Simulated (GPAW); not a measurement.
Crystal: PtSe.

```
Pt Se
1.0
     3.70187    0.00000    0.00000
    -1.85094    3.20591    0.00000
     0.00000    0.00000    3.61284
Pt Se
1 1
Direct
  0.00000 0.00000 0.00000
  0.66667 0.33333 0.50000
```

The cell comes from a database or a generator and needn't be the stable form of this composition.

Base run:

| Item | Value |
| --- | --- |
| Program | GPAW 26.7.0 |
| Functional | PBE |
| Potentials or basis | GPAW PAW data sets (gpaw-data 1.2.1) |
| Cutoff | 600 eV |
| Basis | pw |
| k mesh | 8 × 8 × 7 |
| Occupations | fermi-dirac, width 0.05 eV |
| Spin | no spin polarisation |

Its results: band gap on the k mesh none (metal or under the smearing width); pressure -11.3 GPa.

Q: The run is repeated on the same cell with these changes: functional from PBE to r2SCAN. What comes out?

A: Band gap on the k mesh none (metal or under the smearing width); pressure -13.2 GPa.

Caveats: the PAW data sets were made with another functional, which shifts forces and pressure a little (some runs).
